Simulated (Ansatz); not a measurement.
# Os2N: the cost of one run

Program: Ansatz 0.2.0. Level of theory: DFT PBE, scalar-relativistic, plane waves, PAW. These are calculated values, not measurements.

### Step 1. The system as given

Symmetry: Fd-3m, No. 227, cubic system. The conventional cell has a = 6.477 Å, b = 6.477 Å, c = 6.477 Å, α = 90.00°, β = 90.00°, γ = 90.00°. Os (site symmetry -3m) is surrounded by 6 Os at 2.29 Å and 6 N at 2.69 Å. N (site symmetry -43m) has 12 Os at 2.69 Å as nearest neighbours.

Coordinates:

```cif
data_structure
_symmetry_space_group_name_H-M 'Fd-3m:1'
_symmetry_Int_Tables_number 227
_cell_length_a 6.4773
_cell_length_b 6.4773
_cell_length_c 6.4773
_cell_angle_alpha 90.000
_cell_angle_beta 90.000
_cell_angle_gamma 90.000
_cell_volume 271.76
loop_
_atom_site_label
_atom_site_type_symbol
_atom_site_symmetry_multiplicity
_atom_site_Wyckoff_symbol
_atom_site_fract_x
_atom_site_fract_y
_atom_site_fract_z
_atom_site_occupancy
Os1 Os 16 c 0.12500 0.12500 0.12500 1
N1 N 8 b 0.00000 0.00000 0.50000 1
```

This is candidate A: cubic Laves (C15) type (Fd-3m, No. 227).

(A quick probe on a coarse mesh, which set the mesh and smearing, is not shown.)

### Step 3. Coarse relaxation (candidate A)

Contents of input.yaml:

```yaml
crystal:
  lattice:
    - [0.0, 3.2386686972, 3.2386686972]
    - [3.2386686972, 0.0, 3.2386686972]
    - [3.2386686972, 3.2386686972, 0.0]
  atoms:
    - { symbol: Os, position: [0.625, 0.625, 0.625] }
    - { symbol: Os, position: [0.125, 0.625, 0.625] }
    - { symbol: Os, position: [0.625, 0.625, 0.125] }
    - { symbol: Os, position: [0.625, 0.125, 0.625] }
    - { symbol: "N", position: [0.0, 0.0, 0.0] }
    - { symbol: "N", position: [0.25, 0.25, 0.25] }
basis:
  ecutwfc: 420
kpoints:
  mp_grid: { grid: [6, 6, 6] }
hamiltonian:
  xc: pbe
scf:
  occupations: { method: gaussian, width: 0.1 }
  lower_state_search: "off"
output:
  forces: true
  stress: true
  eigenvalues: true
relax:
  adjacent_minimum: "off"
  f_tol: 0.04
  max_steps: 70
  cell: { stress_tol: 0.4 }
```

Started as:

```sh
> ansatz run input.yaml --threads 1 --pin off --max-ram 2560MiB --backend cpu --events-out ev --progress --plain --runs-dir out
```

**Question.** How long does this run take on 1 thread of Arm Neoverse V1, shared host, and how much memory does it need?

About 29 s, with a peak of 0.38 GiB.
